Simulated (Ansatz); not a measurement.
# GaCl₂ (doublet): the correlation ladder at a displaced geometry (v1), cc-pVDZ

Aim: climb from Hartree-Fock through coupled cluster for GaCl₂ (doublet) at one geometry and basis, and see what each rung misses.

Method: cc-pVDZ, core rule «outside noble gas», up to 24 orbitals frozen; program: Ansatz 0.2.0, Gaussian basis.

The runs, in order: UHF; CCSD(T) on ROHF; CCSD(T) on UHF; BCCD(T) on ROHF; CISD as a restricted active space (open shells left free, so some higher excitations enter); CCSDT(Q) on ROHF; CCSDT(Q) on UHF.

34 further runs of the same task are left out: 12 for a known fault of the program, 10 that didn't finish, 12 set aside as unsound or not needed. Runs told in other sessions of the task aren't counted.

### 1 The geometry

The geometry is a PBE0/def2-TZVP stationary point (not a proven minimum) with its atoms shifted at random (size 0.040 Å). No spin-orbit coupling is included. The filled d shell of Ga may be among the frozen orbitals whatever the setting's name suggests.

3 atoms, charge 0, spin multiplicity 2.

Atoms are counted from 1 here; the program's logs count them from 0.

Bond lengths: Cl1–Ga2 2.161 Å, Ga2–Cl3 2.168 Å. Angles: Cl1–Ga2–Cl3 121.5°.

Geometry (Å):

```xyz
3

Cl   -0.0115   -0.5458    1.8808
Ga   -0.0123    0.5331    0.0079
Cl    0.0357   -0.5026   -1.8964
```

### 2 UHF

Input file in.yaml:

```yaml
crystal:
  periodic: [false, false, false]
  atoms:
    - {symbol: Cl, position_ang: [-0.011469, -0.545792, 1.880785]}
    - {symbol: Ga, position_ang: [-0.012302, 0.533103, 0.007931]}
    - {symbol: Cl, position_ang: [0.035662, -0.502625, -1.896383]}
basis:
  gaussian: {orbitals: cc-pVDZ}
magnetization: {spin_polarized: true, initial_magnetization: 1}
hamiltonian: {xc: hf}
output: {orbitals: {seedname: orbitals}}
```

Command:

```console
ansatz run in.yaml --threads 1 --pin off --events-out ev --progress --plain --max-ram 2393MiB
```

The runs that follow: CCSD(T) on ROHF; CCSD(T) on UHF; BCCD(T) on ROHF; CISD as a restricted active space (open shells left free, so some higher excitations enter); CCSDT(Q) on ROHF; CCSDT(Q) on UHF.

Before running them: what should the planned runs give, taken together? Wanted: UCCSDT(Q) from the RHF energy; RMP2 from UCCSDT(Q); UMP2 from UCCSDT(Q); RCCSD from UCCSDT(Q); RCCSD(T) from UCCSDT(Q); UCCSD(T) from UCCSDT(Q); RCCSDT(Q) from UCCSDT(Q); T1 diagnostic.

The runs gave:

```
                         quantity                      value
    UCCSDT(Q) from the ROHF energy                 -9.3930 eV
              RMP2 from UCCSDT(Q)                 +999.4 meV
              UMP2 from UCCSDT(Q)                 +987.3 meV
             RCCSD from UCCSDT(Q)                 +261.8 meV
          RCCSD(T) from UCCSDT(Q)                  +50.5 meV
          UCCSD(T) from UCCSDT(Q)                  +44.8 meV
         RCCSDT(Q) from UCCSDT(Q)                   +7.6 meV
levels within 1 kcal/mol (43 meV)  RCCSDT, UCCSDT, RCCSDT(Q)
                    T1 diagnostic                      0.018
```

**Reading.** RCCSD(T) misses by +50.5 meV, 0.5 % of the correlation energy. These misses are within one basis, not against nature; the frozen cores of restricted and unrestricted runs differ, which can shift their rows.
